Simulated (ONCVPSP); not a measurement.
# B: the cost of one run

Method: ONCVPSP 4.0.1.1 (patched build), PBE, scalar-relativistic.

## (1) Starting point

The settings as typed:

```json
{"element": "boron (B, Z = 5)", "type": "optimised norm-conserving Vanderbilt (ONCV)", "frozen core": "none", "valence charge": "5", "reference configuration": "1s2 2s1.75 2p1.25", "partial waves": "1s+2s: rc 0.50 bohr, ncon 4, nbas 9, qcut 24.3 1/bohr, 2 projectors; 2p: rc 2.80 bohr, ncon 4, nbas 7, qcut 3.9 1/bohr, 1 projector; d scattering state at 0.46 Ha: rc 2.15 bohr, ncon 4, nbas 7, qcut 4.8 1/bohr, 1 projector", "local potential": "polynomial inside 0.35 bohr (lpopt 4, dvloc0 4 Ha)", "core correction": "not asked for"}
```

An earlier all-electron run gives the scale for the radii.

All-electron outer shells of the reference configuration (PBE, scalar-relativistic, ld1.x):

```csv
shell,level (eV),outermost node (bohr),outermost maximum (bohr)
1s,-180.89,–,0.21
2s,-9.57,0.46,1.52
2p,-3.73,–,1.57
```

## (2) Generation

Contents of B.dat:

```
# ATOM AND REFERENCE CONFIGURATION
# atsym  z   nc   nv     iexc    psfile
  B 5.00    0    3        4      upf
#
#   n    l    f
    1    0    2.00
    2    0    1.75
    2    1    1.25
#
# PSEUDOPOTENTIAL AND OPTIMIZATION
# lmax
    2
#
#   l,   rc,      ep,       ncon, nbas, qcut
    0    0.50    0.00    4    9   24.30
    1    2.80    0.00    4    7    3.90
    2    2.15    0.46    4    7    4.80
#
# LOCAL POTENTIAL
# lloc, lpopt,  rc(5),   dvloc0
    4    4    0.35    4.00
#
# VANDERBILT-KLEINMAN-BYLANDER PROJECTORs
# l, nproj, debl
    0    2    3.60
    1    1    0.40
    2    1    1.50
#
# MODEL CORE CHARGE
# icmod, fcfact, rcfact
    0    0.00    0.00
#
# LOG DERIVATIVE ANALYSIS
# epsh1, epsh2, depsh
   -8.00    5.00    0.04
#
# OUTPUT GRID
# rlmax, drl
    6.00    0.01
#
# TEST CONFIGURATIONS
# ncnf
    4
# nvcnf
#   n    l    f
    3
    1    0    2.00
    2    0    2.00
    2    1    1.00
#
    3
    1    0    2.00
    2    0    2.00
    2    1    0.00
#
    3
    1    0    2.00
    2    0    1.00
    2    1    0.00
#
    3
    1    0    2.00
    2    0    0.00
    2    1    3.00
#
```

Command:

```bash
$ oncvpsp.x < B.dat > B.out
```

**Question.** How long does this run take on 1 thread of Neoverse-N1, shared host?

About 3.8 s.
